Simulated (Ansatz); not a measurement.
# C₂H₃Sn radical: basis-set convergence

How large a basis does C₂H₃Sn radical need? Two functionals are run in growing sets.

Program: Ansatz 0.2.0, Gaussian basis. Level of theory: one geometry, several basis sets. These are calculated values, not measurements.

The runs, in order: PBE0-D4/def2-SVP; ωB97M-V/def2-SVP; PBE0-D4/def2-QZVPP; ωB97M-V/def2-QZVPP; the functionals' def2-TZVPP values are taken from earlier runs.

## 1. Structure used throughout

An earlier PBE0-D4 in a triple-zeta def2 set relaxation fixed the geometry. Sn takes the def2 core potential; no spin-orbit term is included.

SMILES `C#[C][SnH2]`, 6 atoms, charge 0, spin multiplicity 2.

Atoms are counted from 1 here; the program's logs count them from 0.

Bond lengths: C1–C2 1.209 Å, C1–H4 1.066 Å, C2–Sn3 2.081 Å, Sn3–H5 1.714 Å, Sn3–H6 1.714 Å. Angles: C2–C1–H4 178.8°, C1–C2–Sn3 174.3°, C2–Sn3–H5 107.8°, C2–Sn3–H6 107.8°, H5–Sn3–H6 111.7°.

Geometry (Å):

```xyz
6

C    -0.3931   -1.8300   -0.1721
C    -0.0484   -0.6801   -0.0276
Sn    0.7211    1.2252    0.3000
H    -0.7160   -2.8371   -0.3079
H     0.8139    2.0198   -1.2161
H    -0.3356    2.0380    1.3777
```

## 2. PBE0-D4 in def2-SVP

in.yaml reads:

```yaml
crystal:
  periodic: [false, false, false]
  atoms:
    - {symbol: C, position_ang: [-0.393120, -1.829974, -0.172129]}
    - {symbol: C, position_ang: [-0.048361, -0.680146, -0.027594]}
    - {symbol: Sn, position_ang: [0.721132, 1.225223, 0.299999]}
    - {symbol: H, position_ang: [-0.715960, -2.837071, -0.307946]}
    - {symbol: H, position_ang: [0.813868, 2.019849, -1.216132]}
    - {symbol: H, position_ang: [-0.335559, 2.038019, 1.377702]}
basis:
  gaussian: {orbitals: def2-SVP}
magnetization: {spin_polarized: true, initial_magnetization: 1}
hamiltonian: {xc: pbe0, dispersion: d4}
output: {orbitals: {seedname: orbitals}}
```

Command:

```bash
> ansatz run in.yaml --threads 2 --pin off --events-out ev --progress --plain --max-ram 32768MiB --backend cpu
```

After this run come: ωB97M-V in def2-SVP; PBE0-D4 in def2-QZVPP; ωB97M-V in def2-QZVPP.

Before running them: what should the planned runs give, taken together? Wanted: PBE0-D4: double and triple zeta above quadruple; ωB97M-V: double and triple zeta above quadruple.

As calculated:

```
                                       quantity          value
PBE0-D4: double and triple zeta above quadruple  2.81, 0.16 eV
ωB97M-V: double and triple zeta above quadruple  2.93, 0.15 eV
```

PBE0-D4 gains 2.65 eV from double to triple zeta, then 0.16 eV more. Total energies overstate the basis error of differences, where much of it tends to cancel.
